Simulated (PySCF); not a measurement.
**TaOOH: structure of the singlet**

The task is one start of a wider search on TaOOH: the singlet, from a linear start. It is relaxed, tested by its Hessian and followed downhill if it is a saddle.

Program: PySCF 2.14.0. Level of theory: PBE0, basis Ta def2-TZVP with ECP60, O def2-TZVP, H def2-TZVP, scalar-relativistic core potentials, no spin–orbit coupling, density fitting. These are calculated values, not measurements.

## Step 1: Starting geometry

4 atoms, charge 0, spin multiplicity 1.

Bond lengths: Ta1–O2 1.830 Å, Ta1–O3 2.090 Å, O3–H4 0.960 Å. Angles: O2–Ta1–O3 180.0°, Ta1–O3–H4 130.0°.

```xyz
4
charge 0 multiplicity 1
Ta    0.0000    0.0000    0.0000
O     0.0000    0.0000    1.8300
O     0.0000    0.0000   -2.0900
H     0.7354    0.0000   -2.7071
```

## Step 2: First SCF at the start

One driver script runs all steps and calls PySCF; scf.py shows how it sets up the SCF of each step. The optimiser is the driver's own. After this first run the driver tries any further starts and a stability analysis.

File scf.py:

```python
from pyscf import gto, scf, dft
mol = gto.M(atom='''
Ta     0.000000     0.000000     0.000000
O      0.000000     0.000000     1.830000
O      0.000000     0.000000    -2.090000
H      0.735400     0.000000    -2.707100''',
    basis={'Ta': 'def2-TZVP', 'O': 'def2-TZVP', 'H': 'def2-TZVP'},
    ecp={'Ta': 'def2-TZVP'},
    charge=0, spin=0)
mf = dft.RKS(mol, xc='PBE0')
mf.grids.atom_grid = (50, 194)
aux = {'Ta': 'def2-universal-JKFIT', 'O': 'def2-universal-JKFIT', 'H': 'def2-universal-JKFIT'}
mf = mf.density_fit(auxbasis=aux)
mf.conv_tol = 1e-08
mf.diis_space = 10
mf.max_cycle = 60
mf.init_guess = 'minao'
mf.verbose = 4
mf.kernel()
```

On the command line:

```
OMP_NUM_THREADS=4 python axn.py task.json out
```

What it wrote (excerpt; [...] marks lines left out):

```text
[... the frontier levels of the middle cycles are left out ...]
init E= -188.920437490821
  HOMO = -0.395342542644887  LUMO = -0.369581089421756  gap/eV = 0.70100
cycle= 1 E= -207.65064973849  delta_E= -18.7  |g|= 1.19  |ddm|=  5.9
  HOMO = -0.17616907129548  LUMO = -0.15535791180254  gap/eV = 0.56630
cycle= 2 E= -200.592448327931  delta_E= 7.06  |g|= 4.58  |ddm|= 2.83
  HOMO = -0.169051257033029  LUMO = -0.0574691256721913  gap/eV = 3.03630
cycle= 3 E= -207.774007936981  delta_E= -7.18  |g|= 0.755  |ddm|= 2.83
cycle= 4 E= -207.87825833591  delta_E= -0.104  |g|= 0.502  |ddm|=  1.1
cycle= 5 E= -207.911645724087  delta_E= -0.0334  |g|= 0.259  |ddm|= 0.37
cycle= 6 E= -207.924925210332  delta_E= -0.0133  |g|= 0.0527  |ddm|= 0.176
cycle= 7 E= -207.925488923482  delta_E= -0.000564  |g|= 0.0139  |ddm|= 0.0262
cycle= 8 E= -207.925524256896  delta_E= -3.53e-05  |g|= 0.00466  |ddm|= 0.00958
cycle= 9 E= -207.925528809315  delta_E= -4.55e-06  |g|= 0.00096  |ddm|= 0.00398
cycle= 10 E= -207.925529073816  delta_E= -2.65e-07  |g|= 0.000224  |ddm|= 0.00118
cycle= 11 E= -207.925529109604  delta_E= -3.58e-08  |g|= 7.87e-05  |ddm|= 0.000711
cycle= 12 E= -207.925529119704  delta_E= -1.01e-08  |g|= 1.24e-05  |ddm|= 0.000621
cycle= 13 E= -207.92552911986  delta_E= -1.56e-10  |g|= 4.61e-06  |ddm|= 7.39e-05
  HOMO = -0.253087916497726  LUMO = -0.167777518687027  gap/eV = 2.32141
Extra cycle  E= -207.925529119822  delta_E= 3.8e-11  |g|= 1.49e-05  |ddm|= 1.12e-05
converged SCF energy = -207.925529119822
```

This step, with its further starts and checks, needed 5.3 s of wall time on 4 threads of Arm Neoverse V2, shared host.

Energies from each starting density:

| start | energy (Eh) |
| --- | --- |
| the minimal-basis guess | -207.925529 |
| a thermally smeared density | -207.925529 |
| a smeared PBE density | -207.925529 |

No lower closed-shell solution turned up from the other starts or in the test of internal stability.

## Step 3: Relaxing the singlet from the linear start

The program finds Cs symmetry in the start, which this walk keeps. The walk stops when the largest gradient is under 0.0003 Eh/bohr and the energy has settled too.

Edit scf.py of step 2 so:

```diff
@@ -3,4 +3,4 @@
-Ta     0.000000     0.000000     0.000000
-O      0.000000     0.000000     1.830000
-O      0.000000     0.000000    -2.090000
-H      0.735400     0.000000    -2.707100''',
+Ta    -0.003464     0.000000     0.032190
+O     -0.003464     0.000000     1.862190
+O     -0.003464     0.000000    -2.057810
+H      0.731936     0.000000    -2.674910''',
@@ -17 +16,0 @@
-mf.init_guess = 'minao'
```

Steps of the walk (not every step is listed):

| step | energy (Eh) | change (kJ/mol) | largest symmetric gradient (Eh/bohr) |
| --- | --- | --- | --- |
| 0 | -207.925529 | 0.00 | 0.08505 |
| 1 | -207.940970 | -40.54 | 0.04094 |
| 2 | -207.946347 | -54.66 | 0.02441 |
| 3 | -207.957636 | -84.30 | 0.10101 |
| 4 | -207.963427 | -99.50 | 0.07816 |
| 5 | -207.974947 | -129.75 | 0.03263 |
| 6 | -207.982247 | -148.91 | 0.05130 |
| 7 | -207.986159 | -159.18 | 0.03877 |
| 8 | -207.987366 | -162.35 | 0.01917 |
| 9 | -207.988266 | -164.72 | 0.01467 |
| 10 | -207.988617 | -165.64 | 0.00257 |
| 12 | -207.988646 | -165.71 | 0.00124 |
| 14 | -207.988886 | -166.34 | 0.01297 |
| 16 | -207.989560 | -168.11 | 0.02193 |
| 18 | -207.994780 | -181.82 | 0.01489 |
| 20 | -207.996178 | -185.49 | 0.02348 |
| 21 | -207.997725 | -189.55 | 0.01493 |
| 22 | -207.998439 | -191.43 | 0.00998 |
| 23 | -207.998805 | -192.39 | 0.00151 |
| 24 | -207.998837 | -192.47 | 0.00304 |
| 25 | -207.998861 | -192.53 | 0.00046 |
| 26 | -207.998862 | -192.54 | 0.00029 |

The walk took 37 s.

Geometry (Å) and forces (eV/Å) at some steps:

```
step 0
Ta  -0.003   0.000   0.032  -0.501   0.000   1.664
O   -0.003   0.000   1.862   0.205   0.000  -4.374
O   -0.003   0.000  -2.058   0.493   0.000   2.877
H    0.732   0.000  -2.675  -0.197   0.000  -0.168
step 1
Ta  -0.023   0.000   0.026  -0.888   0.000  -2.105
O    0.012   0.000   1.741   0.390   0.000   1.325
O    0.016   0.000  -1.970   1.075   0.000   0.801
H    0.717   0.000  -2.636  -0.578   0.000  -0.021
step 13
Ta  -0.672   0.000  -0.068   0.081   0.000   0.087
O    0.360   0.000   1.280  -0.055   0.000  -0.023
O    0.404   0.000  -1.562  -0.088   0.000  -0.105
H    0.630   0.000  -2.489   0.061   0.000   0.041
step 26
Ta  -0.733   0.000  -0.066  -0.004   0.000  -0.009
O    0.548   0.000   1.045   0.003   0.000   0.007
O   -0.007   0.000  -1.774   0.014   0.000  -0.004
H    0.914   0.000  -2.043  -0.013   0.000   0.007
```

After 26 steps and 192.5 kJ/mol it ends at Cs: O–H 0.960 Å, Ta–O 1.696 Å, Ta–O 1.855 Å; H–O–Ta 129.3°, O–Ta–O 107.9°.

## Step 4: Hessian and properties

The point is checked on the finer grid, and tightened if its gradient asks for it. The Hessian and the dipole derivatives come from central differences of analytic gradients, with steps of 0.02 bohr.

Edit scf.py of step 3 so:

```diff
@@ -3,4 +3,4 @@
-Ta    -0.003464     0.000000     0.032190
-O     -0.003464     0.000000     1.862190
-O     -0.003464     0.000000    -2.057810
-H      0.731936     0.000000    -2.674910''',
+Ta    -0.158302     0.000000     0.053832
+O      1.123702     0.000000     1.164059
+O      0.568017     0.000000    -1.653386
+H      1.489522     0.000000    -1.921951''',
@@ -11 +11 @@
-mf.grids.atom_grid = (50, 194)
+mf.grids.atom_grid = (75, 302)
@@ -14 +14 @@
-mf.conv_tol = 1e-08
+mf.conv_tol = 1e-10
```

This SCF starts from the last density.

Log of the central SCF (cycles and frontier levels):

```text
init E= -207.998846929923
  HOMO = -0.205203096494344  LUMO = -0.0923143905578751  gap/eV = 3.07186
cycle= 1 E= -207.99884692991  delta_E= 1.34e-11  |g|= 8.75e-06  |ddm|= 8.26e-06
  HOMO = -0.20520186166161  LUMO = -0.0923129206332916  gap/eV = 3.07186
Extra cycle  E= -207.99884692981  delta_E= 9.98e-11  |g|= 2.43e-05  |ddm|= 2.06e-05
converged SCF energy = -207.99884692981
```

The whole step took 37 s.

Geometry: Cs; O–H 0.960 Å, Ta–O 1.696 Å, Ta–O 1.855 Å; H–O–Ta 129.3°, O–Ta–O 107.8°.

Harmonic modes (main isotopes):

| symmetry | ω (cm⁻¹) | IR (km/mol) |
| --- | --- | --- |
| a' | 229 | 21.9 |
| a'' | 460 | 103 |
| a' | 593 | 155 |
| a' | 759 | 55.4 |
| a' | 1046 | 115 |
| a' | 3910 | 255 |

Every mode is real; the point is a minimum.

Properties at this point:

```
Dipole moment                                                   : 1.98 D
Highest occupied level                                          : -5.58 eV
Lowest empty level                                              : -2.51 eV
Rotational constants                                            : 0.5256, 0.2418, 0.1656 cm⁻¹
Zero-point energy                                               : 41.9 kJ/mol
Principal polarisabilities                                      : 60.6, 72.6, 75.5 bohr³
Atomisation energy without zero-point energy                    : 1675 kJ/mol
Principal traceless quadrupole moments about the centre of mass : -7.57, -3.60, 11.16 D Å
Entropy at 298.15 K and 1 bar                                   : 289.9 J/(mol K)
Heat capacity Cp at 298.15 K                                    : 55.1 J/(mol K)
Enthalpy at 298.15 K above 0 K                                  : 12.69 kJ/mol
Rotational symmetry number                                      : 1
```

Populations by atom (charges in e):

| atom | Mulliken | Löwdin | polar tensor | Mayer order to Ta1 |
| --- | --- | --- | --- | --- |
| Ta1 | 0.68 | 0.36 | 1.05 | – |
| O2 | -0.47 | -0.28 | -0.68 | 2.27 |
| O3 | -0.58 | -0.25 | -0.73 | 1.24 |
| H4 | 0.36 | 0.17 | 0.36 | 0.03 |

Mulliken populations on Ta1 (outside its core potential): s 3.42, p 6.26, d 2.53, f 0.10.

## Step 5: The broken-symmetry singlet

A stability analysis found the closed shell of the lowest minimum unstable towards spin polarisation, so the unrestricted solution is followed.

The program finds Cs symmetry in the start, which may break. Threshold on the gradient: 0.0003 Eh/bohr, with a further test on the energy change.

Edit scf.py of step 4 so:

```diff
@@ -3,4 +3,4 @@
-Ta    -0.158302     0.000000     0.053832
-O      1.123702     0.000000     1.164059
-O      0.568017     0.000000    -1.653386
-H      1.489522     0.000000    -1.921951''',
+Ta    -0.157908     0.000000     0.053939
+O      1.124096     0.000000     1.164166
+O      0.568411     0.000000    -1.653278
+H      1.489916     0.000000    -1.921843''',
@@ -10,2 +10,2 @@
-mf = dft.RKS(mol, xc='PBE0')
-mf.grids.atom_grid = (75, 302)
+mf = dft.UKS(mol, xc='PBE0')
+mf.grids.atom_grid = (50, 194)
@@ -14 +14 @@
-mf.conv_tol = 1e-10
+mf.conv_tol = 1e-08
```

Steps of the walk:

| step | energy (Eh) | change (kJ/mol) | largest gradient (Eh/bohr) |
| --- | --- | --- | --- |
| 0 | -208.001987 | 0.00 | 0.00787 |
| 1 | -208.002217 | -0.60 | 0.00241 |
| 2 | -208.002315 | -0.86 | 0.00121 |
| 3 | -208.002324 | -0.89 | 0.00093 |
| 4 | -208.002328 | -0.89 | 0.00061 |
| 5 | -208.002334 | -0.91 | 0.00068 |
| 6 | -208.002340 | -0.93 | 0.00056 |
| 7 | -208.002343 | -0.94 | 0.00022 |
| 8 | -208.002344 | -0.94 | 0.00004 |

The walk took 19 s.

End point (Cs, 8 steps, 0.9 kJ/mol gained): O–H 0.959 Å, Ta–O 1.701 Å, Ta–O 1.870 Å; H–O–Ta 130.8°, O–Ta–O 111.0°.

## Step 6: Vibrations and properties at this point

As before: finer grid, then central differences.

Edit scf.py of step 5 so:

```diff
@@ -3,4 +3,4 @@
-Ta    -0.157908     0.000000     0.053939
-O      1.124096     0.000000     1.164166
-O      0.568411     0.000000    -1.653278
-H      1.489916     0.000000    -1.921843''',
+Ta    -0.153531    -0.000026     0.051827
+O      1.085951     0.000170     1.217335
+O      0.555866     0.000105    -1.678336
+H      1.465318     0.000258    -1.982576''',
@@ -11 +11 @@
-mf.grids.atom_grid = (50, 194)
+mf.grids.atom_grid = (75, 302)
@@ -14 +14 @@
-mf.conv_tol = 1e-08
+mf.conv_tol = 1e-10
```

Log of the central SCF (cycles and frontier levels):

```text
init E= -208.002304775474
[... the frontier-level lines of each cycle are left out ...]
cycle= 1 E= -208.002304775474  delta_E= 7.39e-13  |g|= 3.63e-06  |ddm|= 5.3e-06
Extra cycle  E= -208.002304775443  delta_E= 3.09e-11  |g|= 9.8e-06  |ddm|= 8.82e-06
converged SCF energy = -208.002304775443  <S^2> = 0.54920066  2S+1 = 1.7879605
```

The whole step needed 67 s of wall time on 4 threads of Arm Neoverse V2, shared host.

Geometry: Cs; O–H 0.959 Å, Ta–O 1.701 Å, Ta–O 1.870 Å; H–O–Ta 130.8°, O–Ta–O 110.9°.

Modes, for the most abundant isotopes:

```tsv
ω (cm⁻¹)	IR (km/mol)	μ (u)
207	17.5	5.96
429	102	1.15
574	163	1.32
730	59.4	5.79
1030	133	17.15
3919	248	1.07
```

All wavenumbers are real: a minimum.

The SCF density has lower symmetry than the nuclear frame, so the modes carry no labels.

Properties at this point:

| Item | Value |
| --- | --- |
| Dipole moment | 2.19 D |
| Highest occupied level | -5.77 eV |
| Lowest empty level | -2.28 eV |
| Rotational constants | 0.559, 0.23, 0.163 cm⁻¹ |
| Zero-point energy | 41.2 kJ/mol |
| Principal polarisabilities | 57.9, 67.9, 71.5 bohr³ |
| Atomisation energy without zero-point energy | 1684 kJ/mol |
| Principal traceless quadrupole moments about the centre of mass | -8.26, -2.62, 10.87 D Å |
| Entropy at 298.15 K and 1 bar | 291.5 J/(mol K) |
| Heat capacity Cp at 298.15 K | 56.0 J/(mol K) |
| Enthalpy at 298.15 K above 0 K | 12.91 kJ/mol |
| Rotational symmetry number | 1 |
| Spin squared ⟨S²⟩ | 0.549 |

Populations by atom (charges in e):

| atom | Mulliken | Löwdin | polar tensor | spin (Mulliken) | Mayer order to Ta1 |
| --- | --- | --- | --- | --- | --- |
| Ta1 | 0.74 | 0.40 | 1.12 | 0.00 | – |
| O2 | -0.48 | -0.30 | -0.72 | 0.00 | 2.25 |
| O3 | -0.61 | -0.27 | -0.76 | 0.00 | 1.19 |
| H4 | 0.35 | 0.17 | 0.36 | 0.00 | 0.03 |

Outer orbital energies (eV). α occupied: -24.96, -15.16, -11.27, -10.84, -10.11, -9.96, -9.82, -5.77; empty: -2.28, -2.15, -0.82, -0.25. β occupied: -24.96, -15.16, -11.27, -10.84, -10.11, -9.96, -9.82, -5.77; empty: -2.28, -2.15, -0.82, -0.25.

Mulliken populations on Ta1 (outside its core potential): s 3.21, p 6.31, d 2.65, f 0.10.

## Step 7: All stationary points

| spin | group | bonds | imaginary modes (cm⁻¹) | ΔE (kJ/mol) | with zero-point energy |
| --- | --- | --- | --- | --- | --- |
| broken-symmetry (Ms = 0) | Cs (density of lower symmetry) | O–H 0.959 Å, Ta–O 1.701 Å, Ta–O 1.870 Å | none | 0.0 | 0.0 |
| singlet | Cs | O–H 0.960 Å, Ta–O 1.696 Å, Ta–O 1.855 Å | none | 9.1 | 9.7 |

## Step 8: Summary of results

| quantity | value |
| --- | --- |
| minimum | broken-symmetry (Ms = 0), Cs |
| geometry | O–H 0.959 Å, Ta–O 1.701 Å, Ta–O 1.870 Å; H–O–Ta 130.8°, O–Ta–O 110.9° |
| wavenumbers (cm⁻¹) | 207, 429, 574, 730, 1030, 3919 |
| dipole moment | 2.19 D |
| highest occupied, lowest empty level (either spin) | -5.77, -2.28 eV |
| polar-tensor charge of Ta1 | +1.12 e |
| zero-point energy | 41.2 kJ/mol |
| entropy at 298.15 K | 291.5 J/(mol K) |
| atomisation energy (no zero-point energy) | 1684 kJ/mol |
| ⟨S²⟩ | 0.549 |

What this shows: The linear start keeps its Cs symmetry and ends in a minimum. The determinant is spin-contaminated (⟨S²⟩ = 0.55 against 0.00), so it is no pure spin state. The strongest infrared band lies at 3919 cm⁻¹. Other starts or spin states, not run here, may lie lower. The SCF density has lower symmetry than the nuclear frame. With an element this heavy the missing spin–orbit coupling can shift these numbers.

The search up to here took 2.8 min.
